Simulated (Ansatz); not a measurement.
# ClH7N2O2Si2: up Jacob's ladder to CCSD(T)

The task here is to estimate one member of a computed series from the others.

The runs use Ansatz 0.2.0, Gaussian basis; functionals in def2-TZVPP, the program's frozen cores in correlated methods.

Plan: PBE-D4, r2SCAN-D4, PBE0-D4, B3LYP-D4, ωB97X-V, ωB97M-V, B2PLYP; CCSD(T)/def2-TZVPP; MP2/def2-QZVPP; extrapolation to the limit.

## The geometry

All runs share one geometry, relaxed beforehand with PBE0-D4 in a triple-zeta def2 set.

SMILES `N[Si@H](Cl)O[Si@@H](N)O`, 14 atoms, charge 0, spin multiplicity 1.

Atoms are counted from 1 here; the program's logs count them from 0.

Bond lengths: N1–Si2 1.702 Å, N1–H8 1.006 Å, N1–H9 1.007 Å, Si2–O3 1.633 Å, Si2–O4 1.641 Å, Si2–H10 1.478 Å, O3–H11 0.959 Å, O4–Si5 1.615 Å, Si5–N6 1.695 Å, Si5–Cl7 2.065 Å, Si5–H12 1.475 Å, N6–H13 1.006 Å, N6–H14 1.005 Å. Angles: Si2–N1–H8 121.8°, Si2–N1–H9 120.3°, H8–N1–H9 112.1°, N1–Si2–O3 110.8°, N1–Si2–O4 105.8°, N1–Si2–H10 116.9°, O3–Si2–O4 111.2°, O3–Si2–H10 103.4°, O4–Si2–H10 108.8°, Si2–O3–H11 116.2°, Si2–O4–Si5 144.8°, O4–Si5–N6 110.2°, O4–Si5–Cl7 111.3°, O4–Si5–H12 106.8°, N6–Si5–Cl7 105.5°, N6–Si5–H12 117.2°, Cl7–Si5–H12 105.8°, Si5–N6–H13 121.6° and more.

Set-up of the first run:

The input, in.yaml:

```yaml
crystal:
  periodic: [false, false, false]
  atoms:
    - {symbol: N, position_ang: [0.474592, 0.861804, 1.949054]}
    - {symbol: Si, position_ang: [1.209043, -0.132282, 0.779452]}
    - {symbol: O, position_ang: [2.121995, -1.286054, 1.488364]}
    - {symbol: O, position_ang: [-0.021916, -0.794933, -0.079756]}
    - {symbol: Si, position_ang: [-1.299240, -0.475545, -1.014461]}
    - {symbol: N, position_ang: [-0.812482, 0.358687, -2.407221]}
    - {symbol: Cl, position_ang: [-2.633539, 0.778403, -0.059969]}
    - {symbol: H, position_ang: [1.017823, 1.404170, 2.599527]}
    - {symbol: H, position_ang: [-0.426928, 1.274826, 1.771231]}
    - {symbol: H, position_ang: [2.148313, 0.518418, -0.157351]}
    - {symbol: H, position_ang: [1.718386, -1.754572, 2.221804]}
    - {symbol: H, position_ang: [-2.014292, -1.751102, -1.207742]}
    - {symbol: H, position_ang: [-0.039539, 0.041928, -2.968505]}
    - {symbol: H, position_ang: [-1.442225, 0.956260, -2.914428]}
basis:
  gaussian: {orbitals: def2-TZVPP}
hamiltonian: {xc: pbe, dispersion: d4}
output: {forces: true, orbitals: {seedname: orbitals}}
```

Launch:

```
> ansatz run in.yaml --threads 2 --pin off --events-out ev --progress --plain --max-ram 32768MiB --backend cuda --devices 0, --max-vram 18GiB
```

Steps of the session up to this table: PBE-D4 (GGA); r2SCAN-D4 (meta-GGA); PBE0-D4 (hybrid); B3LYP-D4 (hybrid); ωB97X-V (range-separated); ωB97M-V (range-separated); B2PLYP (double hybrid); CCSD(T) in def2-TZVPP; MP2 in def2-QZVPP.

One table of the session follows, with a row left open; its other results are not shown here.

| method | atomisation energy (kJ/mol) |
| --- | --- |
| PBE-D4 | 5328.5 |
| r2SCAN-D4 | 5269.3 |
| PBE0-D4 | 5227.7 |
| B3LYP-D4 | 5270.7 |
| ωB97X-V | 5309.6 |
| ωB97M-V | ? |
| B2PLYP | 5215.0 |
| HF/def2-TZVPP | 3716.8 |
| MP2/def2-TZVPP | 5239.5 |
| CCSD/def2-TZVPP | 5038.8 |
| CCSD(T)/def2-TZVPP | 5119.3 |
| MP2/CBS | 5427.3 |
| CCSD(T)/CBS | 5307.0 |

Q: Estimate the row for ωB97M-V from the others.

**Answer.** atomisation energy (kJ/mol): 5312.6. In the column «atomisation energy (kJ/mol)» it lies between ωB97X-V (5309.6) and PBE-D4 (5328.5).
